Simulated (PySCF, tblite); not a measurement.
# C3H7BrF2Si: geometry, infrared bands and NMR shifts

Wanted: the infrared bands and NMR shifts of C3H7BrF2Si (`C[C@@H](CF)[Si@H](F)Br`), by calculation.

The runs use tblite 0.8.0 and PySCF 2.14.0, with density-fitted response routines of our own; the level of theory stands in each step. All values are computed, except where a source is named. Atoms are numbered from 0 throughout.

### 1 The molecule as given

14 atoms, charge 0, multiplicity 1; geometry from: force field or distance geometry start.

Bonds of the start (Å): C0–C1 1.52, C1–C2 1.52, C2–F3 1.38, C1–Si4 1.88, Si4–F5 1.60, Si4–Br6 2.22, C0–H7 1.10, C0–H8 1.10, C0–H9 1.09, C1–H10 1.11, C2–H11 1.09, C2–H12 1.11, Si4–H13 1.49.

### 2 Optimising the geometry with GFN2-xTB

The job: settings as JSON, then the geometry in Å.

```
{"job": {"kind": "relax", "xc": "GFN2-xTB", "basis": "xTB"}, "charge": 0, "multiplicity": 1}
C     -0.466300     1.398900     0.365900
C     -0.065000    -0.069700     0.406100
C     -1.206000    -0.957200    -0.059200
F     -1.549000    -0.601800    -1.344000
Si     1.528400    -0.458800    -0.520600
F      1.778800    -2.038700    -0.419900
Br     3.225500     0.596300     0.437600
H      0.306200     2.055100     0.794300
H     -1.385100     1.561800     0.948000
H     -0.668600     1.735100    -0.655300
H      0.128800    -0.332800     1.463600
H     -0.970700    -2.023400    -0.051900
H     -2.108800    -0.806600     0.570700
H      1.451100    -0.058600    -1.957500
```

The run is started by

```
$ OMP_NUM_THREADS=1 python probes_run.py task.json out
```

The driver reads the jobs from task.json and runs them one after another.

**Question.** This job is followed by: GFN2-xTB harmonic vibrations, gas phase; GIAO PBE0/pcSseg-1 NMR shielding, non-relativistic, gas phase. What will the session give for the following? strongest single infrared mode (GFN2-xTB); zero-point energy (GFN2-xTB); 13C shifts against TMS (PBE0/pcSseg-1); 1H shifts against TMS (PBE0/pcSseg-1, means over atoms taken as alike); 19F shifts against CFCl3 (PBE0/pcSseg-1); 29Si shifts against TMS (PBE0/pcSseg-1); 79Br shifts against HBr (PBE0/pcSseg-1).

**Answer**, as computed:

| quantity | value |
| --- | --- |
| strongest single infrared mode (GFN2-xTB) | 668 cm⁻¹, 296 km/mol |
| zero-point energy (GFN2-xTB) | 61.3 kcal/mol |
| 13C shifts against TMS (PBE0/pcSseg-1) | 88.2, 35.1, 12.8 ppm |
| 1H shifts against TMS (PBE0/pcSseg-1, means over atoms taken as alike) | 5.76, 5.26, 4.77, 1.34, 1.32 ppm |
| 19F shifts against CFCl3 (PBE0/pcSseg-1) | -166.1, -252.3 ppm |
| 29Si shifts against TMS (PBE0/pcSseg-1) | 25.6 ppm |
| 79Br shifts against HBr (PBE0/pcSseg-1) | 43 ppm |

**Reading.** Relaxing lowered the energy by 0.101 eV in 44 steps; the close pair that moved most is Si4–H13, from 1.494 to 1.441 Å. No mode is imaginary among the 36: a minimum at this level. The strongest single mode, at 668 cm⁻¹, moves mainly H13. Unscaled tight-binding wavenumbers are off by several per cent, some by more. Its intensities can rank the bands wrongly. At PBE0/pcSseg-1: The largest span, 612 ppm, is at Br6, where the paramagnetic term is -546 ppm. Spin-orbit coupling is left out, which matters for shieldings and couplings at and beside the heavy atoms.
